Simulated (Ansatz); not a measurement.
**A workflow on KI (Potassium Iodide)**

Wanted: a series of 38 runs (HF/STO-3G, UHF/STO-3G, HF/3-21G, UHF/3-21G, PBE/def2-SVP, UPBE/def2-SVP, wB97X-V/def2-TZVP, U-wB97X-V/def2-TZVP, and more) of IK. 

The results are computed with Ansatz 0.2.0.

### Step 1. The structure to begin with

The species is KI (2 atoms), meant as a singlet with charge 0. SMILES: `[K][I]`. The bond length is the measured one. The run starts from this shape.

Bond lengths: K1–I2 3.048 Å.

### Step 2. A structure relaxation at HF/STO-3G (run 1)

The input, run.yaml:

```yaml
crystal:
  periodic: [false, false, false]
  atoms:
    - symbol: K
      position_ang: [0.000000, 0.000000, 0.000000]
    - symbol: I
      position_ang: [0.000000, 0.000000, 3.047844]
basis:
  gaussian: {orbitals: STO-3G}
hamiltonian: {xc: hf}
relax: {f_tol: 0.002}
output: {orbitals: {seedname: orbitals}}
```

Launch:

```
ansatz run run.yaml --threads 1 --pin off --max-ram 3480MiB --events-out events.jsonl --progress --plain --runs-dir runs
```

The program printed:

```text
Warning: RAYON_NUM_THREADS=1 ignored (pool sized by the plan → 1); use --threads N
The last accepted step is kept in runs//last_step.txt (removed where the run ends without a failure and the disk answers)
[... 31 lines left out ...]
Total energy: -202557.68989786 eV, -7443.8578052130 hartree
[... 2 lines left out ...]
Dipole moment:    -0.000000     0.000000    -2.080372 e Å
```

Run time: 2.3 s. Hardware: 1 thread of Arm Neoverse V1, shared host; peak memory 0.094 GiB.

Step by step:

| step | energy from the first frame kept (eV) | largest force (eV/Å) |
| --- | --- | --- |
| 1 | 0.0000 | 0.2542 |
| 2 | -0.0044 | 0.0196 |
| 3 | -0.0045 | 0.0009 |

After the run. Bond lengths: K1–I2 3.013 Å.

### Step 3. The harmonic vibrations at HF/STO-3G (run 2)

The input, input.yaml:

```yaml
crystal:
  periodic: [false, false, false]
  atoms:
    - {symbol: K, position_ang: [0.000000, 0.000000, 0.017264]}
    - {symbol: I, position_ang: [-0.000000, -0.000000, 3.030580]}
basis:
  gaussian:
    orbitals: STO-3G
magnetization:
  spin_polarized: false
  initial_magnetization: 0
hamiltonian:
  xc: hf
phonons:
  temperatures: {t_min: 298.15, t_max: 298.15, t_step: 1}
```

Launch:

```
ansatz run input.yaml --threads 1 --pin off --max-ram 3480MiB --events-out events.jsonl --progress --plain --runs-dir runs
```

The program printed:

```text
Warning: RAYON_NUM_THREADS=1 ignored (pool sized by the plan → 1); use --threads N
[... 76 lines left out ...]
Total energy: -202557.68989790 eV, -7443.8578052145 hartree
[... 2 lines left out ...]
Dipole moment:     0.000000    -0.000000    -2.080374 e Å
Vibrations: 264.11 cm⁻¹, zero-point energy 0.016372 eV
```

It took 6.3 s on 1 thread of Arm Neoverse V1, shared host; peak memory 0.092 GiB.

Runs 3 to 30 aren't shown in full; the table further down has their settings and results.

### Step 4. A structure relaxation at wB97M-V/def2-TZVPD (core potential) (run 31)

The input, job.yaml:

```yaml
crystal:
  periodic: [false, false, false]
  atoms:
    - {symbol: K, position_ang: [0.000000, 0.000000, 0.000000]}
    - {symbol: I, position_ang: [0.000000, 0.000000, 3.047844]}
basis:
  gaussian: {orbitals: def2-TZVPD}
total_charge: 0
hamiltonian: {xc: {name: wB97M-V}}
relax: {f_tol: 0.002}
output: {orbitals: {seedname: orbitals}}
```

Launch:

```
ansatz run job.yaml --threads 1 --pin off --max-ram 3480MiB --events-out events.jsonl --progress --plain --runs-dir runs
```

The program printed (excerpt; [...] marks lines left out):

```text
Warning: RAYON_NUM_THREADS=1 ignored (pool sized by the plan → 1); use --threads N
[... 1 set-up line as earlier in the session ...]
[... 25 lines left out ...]
790 factors; their error is unknown
[... 11 lines left out ...]
790 factors; their error is unknown
[... 6 lines left out ...]
790 factors; their error is unknown
[... 7 lines left out ...]
790 factors; their error is unknown
[... 5 lines left out ...]
790 factors; their error is unknown
[... 4 lines left out ...]
Total energy: -24426.94952050 eV, -897.6738376973 hartree
[... 2 lines left out ...]
Dipole moment:     0.000000    -0.000000    -2.344630 e Å
```

Run time: 59 s. Hardware: 1 thread of Arm Neoverse V1, shared host; peak memory 0.28 GiB.

Step by step:

```csv
step,energy from the first frame kept (eV),largest force (eV/Å)
1,0.0000,0.1188
2,-0.0015,0.0506
3,-0.0018,0.0024
4,-0.0018,0.0001
```

After the run. Bond lengths: K1–I2 3.079 Å.

Runs 32 to 37 aren't shown in full; the table further down has their settings and results.

### Step 5. The doublet cation: a structure relaxation at UPBE-D3(BJ)/def2-TZVP (core potential) (run 38)

The input, input.yaml:

```yaml
crystal:
  periodic: [false, false, false]
  atoms:
    - symbol: K
      position_ang: [-0.000000, 0.000000, -0.014406]
    - symbol: I
      position_ang: [0.000000, -0.000000, 3.062250]
basis:
  gaussian: {orbitals: def2-TZVP}
total_charge: 1
magnetization: {spin_polarized: true, initial_magnetization: 1}
hamiltonian: {xc: {name: PBE}, dispersion: d3bj}
relax: {}
```

Launch:

```
ansatz run input.yaml --threads 1 --pin off --max-ram 3480MiB --events-out events.jsonl --progress --plain --runs-dir runs
```

The program printed:

```text
Warning: RAYON_NUM_THREADS=1 ignored (pool sized by the plan → 1); use --threads N
[... 1 set-up line as earlier in the session ...]
[... 19 lines left out ...]
692 factors; their error is unknown
[... 5 lines left out ...]
692 factors; their error is unknown
[... 5 lines left out ...]
692 factors; their error is unknown
[... 5 lines left out ...]
692 factors; their error is unknown
[... 6 lines left out ...]
692 factors; their error is unknown
[... 4 lines left out ...]
692 factors; their error is unknown
[... 5 lines left out ...]
Total energy: -24414.18993253 eV, -897.2049314882 hartree
[... 2 lines left out ...]
Dipole moment:    -0.000000     0.000000    -2.221689 e Å
```

It took 36 s on 1 thread of Arm Neoverse V1, shared host; peak memory 0.17 GiB.

The path in brief:

```csv
step,energy from the first frame kept (eV),largest force (eV/Å)
1,0.0000,0.9742
2,-0.1047,0.5281
3,-0.1751,0.1125
4,-0.1784,0.0580
5,-0.1815,0.0127
6,-0.1816,0.0010
```

After the run. Bond lengths: K1–I2 3.582 Å.

### Step 6. The series

| run | level | task | walk f tol | partner | energy (Eh) | dipole moment (D) | wall time |
| --- | --- | --- | --- | --- | --- | --- | --- |
| 1 | HF/STO-3G | optimise | 0.002 | base | -7443.857805 | 9.99 | 2.3 s |
| 2 | HF/STO-3G | frequencies | – | base | -7443.857805 | 9.99 | 6.3 s |
| 3 | UHF/STO-3G | energy | – | cation | -7443.711477 | – | 0.9 s |
| 4 | UHF/STO-3G | optimise | – | cation | -7443.718003 | – | 5.1 s |
| 5 | HF/3-21G | optimise | 0.002 | base | -7484.082161 | 13.66 | 5.4 s |
| 6 | HF/3-21G | frequencies | – | base | -7484.082161 | 13.66 | 9.6 s |
| 7 | UHF/3-21G | energy | – | cation | -7483.846858 | – | 1.8 s |
| 8 | UHF/3-21G | optimise | – | cation | -7483.854578 | – | 10 s |
| 9 | PBE/def2-SVP (core potential) | optimise | 0.002 | base | -897.390521 | 10.59 | 7.2 s |
| 10 | PBE/def2-SVP (core potential) | frequencies | – | base | -897.390521 | 10.59 | 12 s |
| 11 | UPBE/def2-SVP (core potential) | energy | – | cation | -897.108600 | – | 6.3 s |
| 12 | UPBE/def2-SVP (core potential) | optimise | – | cation | -897.116275 | – | 25 s |
| 13 | wB97X-V/def2-TZVP (core potential) | optimise | 0.002 | base | -897.621719 | 11.39 | 43 s |
| 14 | wB97X-V/def2-TZVP (core potential) | frequencies | – | base | -897.621719 | 11.39 | 72 s |
| 15 | U-wB97X-V/def2-TZVP (core potential) | energy | – | cation | -897.339421 | – | 23 s |
| 16 | U-wB97X-V/def2-TZVP (core potential) | optimise | – | cation | -897.346095 | – | 2.3 min |
| 17 | B3LYP-D4/def2-TZVP (core potential) | optimise | 0.002 | base | -897.827561 | 11.03 | 15 s |
| 18 | B3LYP-D4/def2-TZVP (core potential) | frequencies | – | base | -897.827561 | 11.03 | 24 s |
| 19 | UB3LYP-D4/def2-TZVP (core potential) | energy | – | cation | -897.542749 | – | 8.1 s |
| 20 | UB3LYP-D4/def2-TZVP (core potential) | optimise | – | cation | -897.549673 | – | 39 s |
| 21 | SVWN5/def2-TZVP (core potential) | optimise | 0.002 | base | -895.574907 | 10.42 | 7.2 s |
| 22 | SVWN5/def2-TZVP (core potential) | frequencies | – | base | -895.574907 | 10.42 | 11 s |
| 23 | USVWN5/def2-TZVP (core potential) | energy | – | cation | -895.278260 | – | 4.8 s |
| 24 | USVWN5/def2-TZVP (core potential) | optimise | – | cation | -895.284253 | – | 17 s |
| 25 | CCSD(T)/def2-TZVP (core potential) | optimise | 0.002 | base | -896.560991 | 11.54 | 4.9 min |
| 26 | CCSD(T)/def2-TZVP (core potential) | frequencies | – | base | -896.560991 | 11.54 | 13 min |
| 27 | r2SCAN/def2-TZVP (core potential) | optimise | 0.002 | base | -897.796043 | 11.26 | 15 s |
| 28 | r2SCAN/def2-TZVP (core potential) | frequencies | – | base | -897.796043 | 11.26 | 30 s |
| 29 | U-r2SCAN/def2-TZVP (core potential) | energy | – | cation | -897.512614 | – | 23 s |
| 30 | U-r2SCAN/def2-TZVP (core potential) | optimise | – | cation | -897.519368 | – | 90 s |
| 31 | wB97M-V/def2-TZVPD (core potential) | optimise | 0.002 | base | -897.673838 | 11.26 | 59 s |
| 32 | wB97M-V/def2-TZVPD (core potential) | frequencies | – | base | -897.673838 | 11.26 | 99 s |
| 33 | U-wB97M-V/def2-TZVPD (core potential) | energy | – | cation | -897.393392 | – | 44 s |
| 34 | U-wB97M-V/def2-TZVPD (core potential) | optimise | – | cation | -897.399983 | – | 5.1 min |
| 35 | PBE-D3(BJ)/def2-TZVP (core potential) | optimise | 0.002 | base | -897.482014 | 10.67 | 9.3 s |
| 36 | PBE-D3(BJ)/def2-TZVP (core potential) | frequencies | – | base | -897.482014 | 10.67 | 15 s |
| 37 | UPBE-D3(BJ)/def2-TZVP (core potential) | energy | – | cation | -897.198258 | – | 9.6 s |
| 38 | UPBE-D3(BJ)/def2-TZVP (core potential) | optimise | – | cation | -897.204931 | – | 36 s |

### Step 7. What came out

| quantity | value |
| --- | --- |
| doublet cation, run 38: total energy at the end | -897.20493 Eh |
| doublet cation, run 38: bond length | 3.582 Å |
| doublet cation, run 38: dispersion energy | -2.66 kJ/mol |
| doublet cation, run 38: ⟨S²⟩ | 0.752 |
| vertical ionisation energy (to the doublet cation), HF/STO-3G | 3.982 eV |
| vertical ionisation energy (to the doublet cation), HF/3-21G | 6.403 eV |
| vertical ionisation energy (to the doublet cation), B3LYP-D4/def2-TZVP | 7.750 eV |
| vertical ionisation energy (to the doublet cation), PBE-D3(BJ)/def2-TZVP | 7.721 eV |
| adiabatic ionisation energy (to the doublet cation, no zero-point term), HF/3-21G | 6.193 eV |
| adiabatic ionisation energy (to the doublet cation, no zero-point term), wB97X-V/def2-TZVP | 7.500 eV |
| adiabatic ionisation energy (to the doublet cation, no zero-point term), SVWN5/def2-TZVP | 7.909 eV |
| adiabatic ionisation energy (to the doublet cation, no zero-point term), wB97M-V/def2-TZVPD | 7.452 eV |

In words: At HF/STO-3G: removing an electron at fixed nuclei costs 3.98 eV (92 kcal/mol). In a minimal basis such a difference can be off by several eV, whatever the method. At HF/3-21G: the vertical ionisation energy comes to 6.40 eV (148 kcal/mol). At B3LYP-D4/def2-TZVP: removing an electron at fixed nuclei costs 7.75 eV (748 kJ/mol). At PBE-D3(BJ)/def2-TZVP: removing an electron at fixed nuclei costs 7.72 eV (178 kcal/mol). At HF/3-21G: the adiabatic ionisation energy (to the doublet cation, no zero-point term) is 6.19 eV (598 kJ/mol). Totals of different functionals can't be ranked against each other. Some runs of one species differ in core potentials or relativity; totals across that change don't compare. In runs 1, 2, 3, 4 the basis is minimal, so the values are rough. In runs 1, 2, 3, 4, 5, 6, 7, 8 relativity is left out where basis or elements ask for it. All runs together took 38 min, the longest 13 min.
